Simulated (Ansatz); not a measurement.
The system is PtS2.

```
Pt S
1.0
     3.54320    0.00000    0.00000
    -1.77160    3.06850    0.00000
     0.00000    0.00000    5.03880
Pt S
1 2
Direct
  0.00000 0.00000 0.00000
  0.66667 0.33333 0.77300
  0.33333 0.66667 0.22700
```

| Item | Value |
| --- | --- |
| Program | Ansatz 0.2.0 |
| Task | single point |
| Functional | PBE |
| Potentials or basis | all-electron LAPW, scalar-relativistic |
| Cutoff | 299 eV (chosen from the basis error) |
| Basis error allowed | 0.001 eV/atom |
| k mesh | 9 × 9 × 5 |
| Occupations | fermi-dirac, width 0.05 eV |
| Spin | no spin polarisation |

On this cell: pressure 11.6 GPa; largest force 1.256 eV/Å; band gap on the k mesh 1.03 eV, indirect (least direct gap 1.07 eV).

The same run follows on a disturbed copy (atoms moved at random, drawn with an rms of 0.05 Å):

```
CELL_PARAMETERS angstrom
3.54320 0.00000 0.00000
-1.77160 3.06850 0.00000
0.00000 0.00000 5.03880
ATOMIC_POSITIONS crystal
Pt 0.99943 0.99349 0.01005
S 0.66718 0.33107 0.77169
S 0.33506 0.67148 0.23435
```

What does the disturbed cell give?

The energy moves by -8.9 meV/atom; pressure 9.8 GPa; largest force 1.388 eV/Å; band gap on the k mesh 0.90 eV, indirect (least direct gap 1.03 eV).

Forces in eV/Å, atoms in the order of the input:
```
Pt  -0.167  0.477 -0.736
S    0.021 -0.089 -0.588
S    0.147 -0.387  1.325
```

Stress tensor (GPa, compression positive):
```
11.01 -0.24  0.39
-0.24  9.84 -0.90
 0.39 -0.90  8.64
```

Caveats: spin-orbit coupling is left out, which moves the levels of the heavy elements; an odd mesh through Γ misses points on the zone boundary, where band edges often lie; forces of over 1 eV/Å show positions far from the minimum, so gaps and moduli don't describe the material at rest (some runs).
